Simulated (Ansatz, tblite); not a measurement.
# GeHMe2Br (C₂H₇BrGe): one state, many levels

Aim: run the singlet of GeHMe2Br (C₂H₇BrGe) at one geometry on many levels, and compare frontier levels, spin and run time.

The runs use Ansatz 0.2.0, Gaussian basis; as each input shows.

Plan: GFN1-xTB, GFN2-xTB, PBE-D4/def2-TZVP, r2SCAN-D4/def2-TZVP, CAM-B3LYP-D4/def2-TZVP, BLYP-D4/def2-TZVP, LC-ωPBE/def2-TZVP, r2SCANh-D4/def2-TZVP, HF/def2-TZVP, B3LYP-D4/def2-TZVP, ωB97X-V/def2-TZVP, PBE-D4/def2-SVP, PBE0-D4/def2-SVP, HF/6-31G, B3LYP-D4/6-31G, CCSD(T)/def2-SVP, MP2/def2-TZVP, RPA/def2-TZVP.

### 1 The relaxed structure

The geometry is that of the singlet, from an earlier relaxation (B3LYP-D4/def2-SVP).

11 atoms, charge 0, spin multiplicity 1.

Bond lengths: Ge1–H2 1.544 Å, Ge1–C3 1.958 Å, Ge1–C7 1.958 Å, Ge1–Br11 2.352 Å, C3–H4 1.099 Å, C3–H5 1.102 Å, C3–H6 1.100 Å, C7–H8 1.099 Å, C7–H9 1.100 Å, C7–H10 1.102 Å. Angles: H2–Ge1–C3 111.8°, H2–Ge1–C7 111.9°, H2–Ge1–Br11 105.9°, C3–Ge1–C7 112.6°, C3–Ge1–Br11 107.1°, C7–Ge1–Br11 107.1°, Ge1–C3–H4 110.3°, Ge1–C3–H5 109.8°, Ge1–C3–H6 109.8°, H4–C3–H5 109.0°, H4–C3–H6 108.9°, H5–C3–H6 109.0°, Ge1–C7–H8 110.3°, Ge1–C7–H9 109.8°, Ge1–C7–H10 109.8°, H8–C7–H9 108.9°, H8–C7–H10 109.0°, H9–C7–H10 109.0°.

PBE0-D4/def2-TZVP was run before; its log isn't repeated, and its numbers join the tables.

### 2 GFN1-xTB

Tight binding, by tblite at 300 K electronic temperature and without a spin-polarisation term:

```python
tblite.interface.Calculator('GFN1-xTB', numbers, positions, charge=0, uhf=0).singlepoint()
```

Energy -370.0573 eV, HOMO -11.75 eV, LUMO -5.69 eV; 0.006 s.

### 3 GFN2-xTB

Tight binding, by tblite at 300 K electronic temperature and without a spin-polarisation term:

```python
tblite.interface.Calculator('GFN2-xTB', numbers, positions, charge=0, uhf=0).singlepoint()
```

Energy -378.2655 eV, HOMO -11.07 eV, LUMO -4.94 eV; 0.004 s.

### 4 PBE-D4/def2-TZVP

start.molden holds the orbitals of an earlier run on this state, given as this run's starting guess.

File in.yaml:

```yaml
crystal:
  periodic: [false, false, false]
  atoms:
    - {symbol: Ge, position_ang: [-0.253830, -0.432171, 0.490688]}
    - {symbol: H, position_ang: [-0.307492, -0.528832, 2.030659]}
    - {symbol: C, position_ang: [1.582606, -0.521968, -0.181242]}
    - {symbol: H, position_ang: [2.067026, -1.450037, 0.154264]}
    - {symbol: H, position_ang: [2.159673, 0.338502, 0.193272]}
    - {symbol: H, position_ang: [1.579345, -0.499856, -1.280820]}
    - {symbol: C, position_ang: [-1.224265, 1.131512, -0.176395]}
    - {symbol: H, position_ang: [-2.265263, 1.114597, 0.176583]}
    - {symbol: H, position_ang: [-1.221629, 1.130930, -1.276194]}
    - {symbol: H, position_ang: [-0.739458, 2.053169, 0.183074]}
    - {symbol: Br, position_ang: [-1.376723, -2.335854, -0.313888]}
basis:
  gaussian: {orbitals: def2-TZVP, initial_orbitals: start.molden}
hamiltonian: {xc: pbe, dispersion: d4}
scf: {omitted_lower_state_checks: [starts]}
output: {orbitals: {seedname: orbitals}}
```

The run is started by

```console
ansatz run in.yaml --threads 4 --pin off --events-out ev --progress --plain --max-ram 3916MiB
```

After this run come: r2SCAN-D4/def2-TZVP; CAM-B3LYP-D4/def2-TZVP; BLYP-D4/def2-TZVP; LC-ωPBE/def2-TZVP; r2SCANh-D4/def2-TZVP; HF/def2-TZVP; B3LYP-D4/def2-TZVP; ωB97X-V/def2-TZVP; PBE-D4/def2-SVP; PBE0-D4/def2-SVP; HF/6-31G; B3LYP-D4/6-31G; CCSD(T)/def2-SVP; MP2/def2-TZVP; RPA/def2-TZVP.

**Question.** What will the summary of the whole plan be? Wanted: gap in def2-TZVP, named functionals and Hartree-Fock, smallest and largest; correlation energy, CCSD(T)/def2-SVP; correlation energy, MP2/def2-TZVP; binding an atom, CCSD(T)/def2-SVP; PBE0 total energy, smallest basis above largest.

The runs gave:

| quantity | value |
| --- | --- |
| gap in def2-TZVP, named functionals and Hartree-Fock, smallest and largest | 5.57 eV (BLYP-D4), 14.14 eV (HF) |
| correlation energy, CCSD(T)/def2-SVP | -22.04 eV |
| correlation energy, MP2/def2-TZVP | -23.76 eV |
| binding an atom, CCSD(T)/def2-SVP | 3.385 eV |
| PBE0 total energy, smallest basis above largest | 18.01 eV (def2-SVP, def2-TZVP) |

Over the named functionals and Hartree-Fock in def2-TZVP the gap runs from 5.57 eV (BLYP-D4) to 14.14 eV (HF); exact exchange widens it. A small miss in a minimal or small basis is a cancelling of errors, not accuracy. The functionals in def2-TZVP miss CCSD(T)/def2-SVP by +0.123 (BLYP-D4) to +0.196 eV (PBE-D4) an atom. The yardstick is in a double-zeta basis, so levels in larger sets aren't compared like for like. CCSD(T)/def2-SVP isn't at the basis-set limit; small misses against it rank nothing.
